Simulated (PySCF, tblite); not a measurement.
# C2H6B3N3, a small molecule taken as a stand-in for a surface group (BN ring, B site): NMR shifts, core binding energies and electronic excitations, part 1 of 2

What NMR shifts, core binding energies and electronic excitations should one expect for `C#CB1NBNBN1`?

Programs: tblite 0.8.0 and PySCF 2.14.0. All values are calculated, for the isolated system unless a continuum is named. Atoms count from 0, parts from 1.

## Step 1: The system as given

14 atoms, charge 0, multiplicity 1; geometry: distance geometry start.

## Step 2: Geometry optimisation with GFN2-xTB

What the job is given:

```
{"job": {"kind": "relax", "xc": "GFN2-xTB", "basis": "xTB"}, "charge": 0, "multiplicity": 1}
N      0.400500     0.017344    -1.446460
B      1.048488     1.283827    -0.855363
N      0.127824     2.264554    -0.097449
B     -1.378594     2.223579    -0.465602
N     -1.999596     0.806823    -0.629157
B     -0.990372    -0.370669    -0.827753
C     -0.948888    -1.472372     0.278735
C     -0.843270    -2.291507     1.480428
H      0.994689    -0.735433    -1.688974
H      2.095317     1.127308    -0.375234
H      0.508599     3.204308     0.086661
H     -2.052450     3.025043    -0.011543
H     -2.875409     0.740395    -1.143780
H     -0.602873    -2.800503     2.356108
```

Method: GFN2-xTB geometry optimisation, gas phase.

The run is started by

```console
> OMP_NUM_THREADS=1 python cluster_run.py task.json out
```

This one command runs all jobs of the session in turn.

The program printed:

```text
step      E/eV     max force
  0    -536.89139   13.421
  1    -539.25278    4.999
  2    -540.03568    2.302
  3    -540.79705    2.124
  4    -541.01773    1.679
  5    -541.11882    0.659
  6    -541.16459    0.632
  7    -541.31492    0.905
  8    -541.40261    0.760
  9    -541.46970    0.637
 10    -541.51780    0.542
 11    -541.58197    0.700
 12    -541.62202    0.567
 13    -541.64811    0.396
 14    -541.66990    0.441
 15    -541.69953    0.562
 16    -541.72994    0.527
 17    -541.75348    0.364
 18    -541.76701    0.384
 19    -541.77946    0.400
 20    -541.80166    0.489
 21    -541.83430    0.686
 22    -541.87087    0.778
 23    -541.91178    0.542
 24    -541.95472    0.541
 25    -542.00392    0.583
 26    -542.06154    0.788
 27    -542.11597    0.882
 28    -542.14549    1.025
 29    -542.17639    0.961
 30    -542.20053    1.364
 31    -542.23051    0.500
 32    -542.26684    0.640
 33    -542.28418    0.566
 34    -542.29550    0.543
 35    -542.30536    0.340
 36    -542.31549    0.704
 37    -542.32869    0.469
 38    -542.33961    0.187
 39    -542.34563    0.190
 40    -542.34876    0.197
 41    -542.35392    0.255
 42    -542.35732    0.182
 43    -542.35942    0.380
 44    -542.36141    0.152
 45    -542.36323    0.134
 46    -542.36604    0.096
 47    -542.36698    0.121
 48    -542.36823    0.089
 49    -542.36913    0.081
 50    -542.36987    0.082
 51    -542.37060    0.089
 52    -542.37119    0.060
 53    -542.37162    0.058
 54    -542.37191    0.039
 55    -542.37211    0.045
 56    -542.37227    0.034
 57    -542.37241    0.037
 58    -542.37257    0.036
 59    -542.37276    0.040
 60    -542.37294    0.038
 61    -542.37309    0.029
 62    -542.37321    0.029
 63    -542.37333    0.039
 64    -542.37346    0.041
 65    -542.37359    0.038
 66    -542.37372    0.031
 67    -542.37381    0.020
 68    -542.37386    0.018
 69    -542.37388    0.015
 70    -542.37391    0.013
 71    -542.37394    0.017
 72    -542.37399    0.016
 73    -542.37403    0.026
 74    -542.37407    0.028
 75    -542.37411    0.022
 76    -542.37415    0.021
 77    -542.37420    0.017
 78    -542.37425    0.025
 79    -542.37431    0.030
 80    -542.37437    0.023
 81    -542.37443    0.018
 82    -542.37447    0.013
 83    -542.37449    0.013
 84    -542.37451    0.010
 85    -542.37452    0.006
```

Run time: 2.9 s. Hardware: 1 thread of Arm Neoverse N1, shared host.

Step by step:

```csv
step,energy from step 0 (eV),largest force (eV/Å)
0,0.0000,13.4210
3,-3.9057,2.1245
6,-4.2732,0.6321
9,-4.5783,0.6374
12,-4.7306,0.5660
15,-4.8081,0.5625
18,-4.8756,0.3836
21,-4.9429,0.6862
24,-5.0633,0.5406
27,-5.2246,0.8817
30,-5.3091,1.3636
33,-5.3928,0.5662
36,-5.4241,0.7043
39,-5.4542,0.1902
42,-5.4659,0.1825
45,-5.4718,0.1344
48,-5.4768,0.0892
51,-5.4792,0.0889
54,-5.4805,0.0395
57,-5.4810,0.0369
60,-5.4815,0.0376
63,-5.4819,0.0392
66,-5.4823,0.0306
69,-5.4825,0.0150
72,-5.4826,0.0166
75,-5.4827,0.0220
78,-5.4829,0.0248
81,-5.4830,0.0175
84,-5.4831,0.0099
85,-5.4831,0.0054
```

Distances of close pairs at the start and the end, largest changes first:

```csv
bond,before (Å),after (Å),change (Å)
C6–C7,1.458,1.203,-0.255
N0–B5,1.571,1.421,-0.150
N4–B5,1.563,1.421,-0.143
B3–N4,1.556,1.416,-0.140
N2–B3,1.551,1.417,-0.134
B1–N2,1.544,1.417,-0.127
N0–B1,1.541,1.416,-0.125
B5–C6,1.562,1.526,-0.036
```

## Step 3: Geometry optimisation at PBE0-D3(BJ)/def2-SVP

What the job is given:

```
{"job": {"xc": "PBE0", "basis": "def2-SVP", "d3": "d3bj", "grid": 2, "kind": "geom", "shake": 0.01}, "charge": 0, "multiplicity": 1}
N      1.158867    -0.391785    -0.208111
B      1.506521     0.928318    -0.634837
N      0.484979     1.927891    -0.621336
B     -0.793996     1.685719    -0.200272
N     -1.140743     0.357475     0.201354
B     -0.182586    -0.679347     0.213506
C     -0.539739    -2.097522     0.663701
C     -0.825522    -3.201896     1.012327
H      1.829671    -1.093679    -0.194300
H      2.605382     1.169524    -0.972056
H      0.741003     2.859476    -0.900000
H     -1.632848     2.534091    -0.184637
H     -2.105030     0.164576     0.505298
H     -1.112437    -4.177448     1.333773
```

The program printed:

```text
step   0  E = -318.21553899  max force = 0.042414
step   1  E = -318.22249777  max force = 0.004052
step   2  E = -318.22256706  max force = 0.001478
step   3  E = -318.22259522  max force = 0.001416
step   4  E = -318.22260232  max force = 0.000195
optimisation converged
```

It took 85 s on 1 thread of Arm Neoverse N1, shared host; peak memory 0.74 GiB.

Relaxation path:

```csv
step,energy from step 0 (eV),largest force component (eV/Å)
0,0.0000,2.1810
1,-0.1894,0.2084
2,-0.1912,0.0760
3,-0.1920,0.0728
4,-0.1922,0.0100
```

Distances of close pairs at the start and the end, largest changes first:

```csv
bond,before (Å),after (Å),change (Å)
N2–B3,1.368,1.427,+0.058
N0–H8,0.971,1.012,+0.041
B1–H9,1.174,1.209,+0.035
C6–C7,1.193,1.217,+0.024
N4–H12,1.029,1.011,-0.018
N4–B5,1.412,1.429,+0.017
B3–H11,1.193,1.209,+0.016
B5–C6,1.530,1.542,+0.012
```

The end geometry stands in the next job.

```csv
at the end point,value
point group (found at 0.08 Å tolerance),C2v
"rotational constants (GHz, main isotopes)","5.281, 1.402, 1.108"
dipole moment (D),0.24
```

## Step 4: Nuclear shieldings: PBE0/pcSseg-1

What the job is given:

```
{"job": {"kind": "nmr", "xc": "PBE0", "basis": "pcSseg-1"}, "charge": 0, "multiplicity": 1}
N      1.132135    -0.368674    -0.230690
B      1.504105     0.942124    -0.652414
N      0.493866     1.949286    -0.638548
B     -0.845838     1.688828    -0.223244
N     -1.159918     0.359619     0.187791
B     -0.192333    -0.691369     0.195885
C     -0.564377    -2.118045     0.648174
C     -0.859547    -3.242998     1.005918
H      1.830231    -1.100695    -0.230665
H      2.633328     1.187874    -1.007569
H      0.737228     2.885570    -0.933104
H     -1.684403     2.559725    -0.218490
H     -2.102378     0.148303     0.487631
H     -1.122084    -4.236547     1.322331
```

With the program's defaults for keys left out, this is: GIAO PBE0/pcSseg-1 NMR shielding, non-relativistic, gas phase.

The program printed:

```text
coarse grid: 12336 points
cycle   1  E = -318.2913927138  dE =  1.099e+00  |g| = 5.716e-01  |ddm| = 3.392e+00
cycle   2  E = -318.2488428986  dE =  4.255e-02  |g| = 7.321e-01  |ddm| = 9.896e-01
cycle   3  E = -318.3643294617  dE = -1.155e-01  |g| = 1.527e-01  |ddm| = 5.487e-01
cycle   4  E = -318.3693163375  dE = -4.987e-03  |g| = 6.464e-02  |ddm| = 1.345e-01
cycle   5  E = -318.3702655246  dE = -9.492e-04  |g| = 1.981e-02  |ddm| = 5.034e-02
cycle   6  E = -318.3703617044  dE = -9.618e-05  |g| = 1.698e-03  |ddm| = 1.566e-02
cycle   7  E = -318.3703624004  dE = -6.960e-07  |g| = 6.509e-04  |ddm| = 1.919e-03
final grid: 121248 points
cycle   8  E = -318.4059342152  dE = -3.273e-05  |g| = 9.386e-03  |ddm| = 2.723e-02
cycle   9  E = -318.4059200985  dE =  1.412e-05  |g| = 1.269e-02  |ddm| = 1.342e-02
cycle  10  E = -318.4059529312  dE = -3.283e-05  |g| = 9.853e-04  |ddm| = 7.419e-03
cycle  11  E = -318.4059531149  dE = -1.837e-07  |g| = 5.363e-04  |ddm| = 1.016e-03
cycle  12  E = -318.4059531817  dE = -6.673e-08  |g| = 1.813e-04  |ddm| = 4.437e-04
cycle  13  E = -318.4059531900  dE = -8.306e-09  |g| = 2.107e-05  |ddm| = 1.349e-04
cycle  14  E = -318.4059531901  dE = -1.054e-10  |g| = 7.783e-06  |ddm| = 2.243e-05
converged SCF energy = -318.4059531901

GIAO shielding tensors (ppm)
atom      isotropic    diamagn.    paramagn.     s11        s22        s33       span
  0 N      119.771     324.016    -204.245    -19.641    150.514    228.439    248.080
  1 B       73.174     195.171    -121.998     45.032     59.272    115.217     70.185
  2 N      120.727     322.806    -202.079    -23.380    150.693    234.868    258.248
  3 B       73.178     195.166    -121.988     45.030     59.287    115.216     70.186
  4 N      119.662     323.991    -204.329    -19.879    150.531    228.335    248.214
  5 B       79.531     195.114    -115.583     51.970     72.386    114.236     62.266
  6 C       93.567     257.519    -163.952    -13.492      0.515    293.679    307.171
  7 C       86.767     261.979    -175.213      9.415     15.877    235.008    225.593
  8 H       25.601      31.000      -5.399     20.928     26.692     29.183      8.256
  9 H       26.521      28.219      -1.698     23.733     26.962     28.869      5.136
 10 H       25.629      28.652      -3.024     21.559     25.271     30.055      8.496
 11 H       26.521      28.199      -1.678     23.734     26.962     28.867      5.133
 12 H       25.603      30.980      -5.377     20.932     26.706     29.170      8.238
 13 H       28.802      32.398      -3.596     24.056     24.538     37.812     13.756
```

It took 39 s on 1 thread of Arm Neoverse N1, shared host; peak memory 0.88 GiB.

The references, computed at this level on geometries of the same kind, shield at (ppm): 1H TMS 31.27, 13C TMS 184.4, 15N NH3 265.7, 11B BF3·OEt2 100.7. Their shielding less the atom's gives the shift. The references are single molecules in the gas phase, so shifts against H2O, NH3, PH3, H3PO4 or CFCl3 are not on the usual liquid scales and can be off by tens of ppm. Atoms listed in one row are averaged.

```csv
atoms,environment,σ (ppm),δ (ppm)
C7,"carbon bonded to C, H",86.8,97.6
C6,"carbon bonded to C, B",93.6,90.8
"H8, H12",hydrogen on a nitrogen bonded to 2 B,25.60,5.67
H10,hydrogen on a nitrogen bonded to 2 B,25.63,5.64
"H9, H11",hydrogen on a boron bonded to 2 N,26.52,4.75
H13,hydrogen on a carbon bonded to C,28.80,2.46
"N0, N4","nitrogen bonded to 2 B, H",119.7,146.0
N2,"nitrogen bonded to 2 B, H",120.7,144.9
"B1, B3","boron bonded to 2 N, H",73.2,27.6
B5,"boron bonded to C, 2 N",79.5,21.2
```

Charges from the same density, by scheme (e):

```csv
atoms,Mulliken,IAO,Hirshfeld,ESP fit
"N0, N4",-0.53,-0.45,-0.22,-0.83
"B1, B3",0.33,0.18,0.16,0.49
N2,-0.54,-0.45,-0.22,-0.66
B5,0.53,0.29,0.20,0.95
C6,-0.08,-0.14,-0.12,-0.46
C7,-0.27,-0.20,-0.10,-0.21
```

Mayer bond orders: N0–B1 1.15, B1–N2 1.16, N2–B3 1.16, B3–N4 1.15, N4–B5 1.16, B5–C6 0.93, C6–C7 2.57, B5–N0 1.16.

Ring of atoms N0, B1, N2, B3, N4, B5: NICS(0) -3.1, NICS(1) -3.5, NICS(1)zz -5.7 ppm (means of both faces).

The fields below are evaluated on a grid from the run's orbitals.

Frontier orbitals at PBE0/pcSseg-1, with the share of their density that lies nearest to each atom:

```csv
orbital,energy (eV),lies on
HOMO,-7.78,"C6, C7 about 24 % each; N2 20 %; N0, N4 about 10 % each"
LUMO,-0.61,B5 28 %; C7 22 %; C6 16 %
```

ELF in a plane through or near 14 of the atoms.

Ten even steps from '0' (0.00) to '9' (1.00):
```
0000000000000000000000000000
0000000000000000000000000000
0000000001200000000000000000
0000000079980012000000000000
0000000599990189400000000000
0000000599991599600000000000
0000000059955699201331000000
0000000003198115015664210000
0000002535726676366876883000
0000009994460334873728998000
0000009993560335873847999000
0000002535616586366876883000
0000000003198335015664210000
0000000069955799201331000000
0000000599991599600000000000
0000000499990189400000000000
0000000079980012000000000000
0000000002200000000000000000
0000000000000000000000000000
0000000000000000000000000000
```
The map spans 14.4 Å across and 9.8 Å up, centred on the molecule. Atoms in the plane (x, y in Å): N0 (0.0, -1.2), B1 (-1.4, -1.3), N2 (-2.1, 0.0), B3 (-1.4, 1.3), N4 (0.0, 1.2), B5 (0.7, 0.0), C6 (2.3, 0.0), C7 (3.5, 0.0), H8 (0.5, -2.1), H9 (-2.0, -2.3), H10 (-3.1, 0.0), H11 (-2.0, 2.3), H12 (0.5, 2.1), H13 (4.6, 0.0).

On the surface of density 0.002 e/bohr³ the electrostatic potential runs, from the 1st to the 99th percentile, from -0.80 V near C6 to 1.63 V near H10.

(Continued in part 2 of 2.)
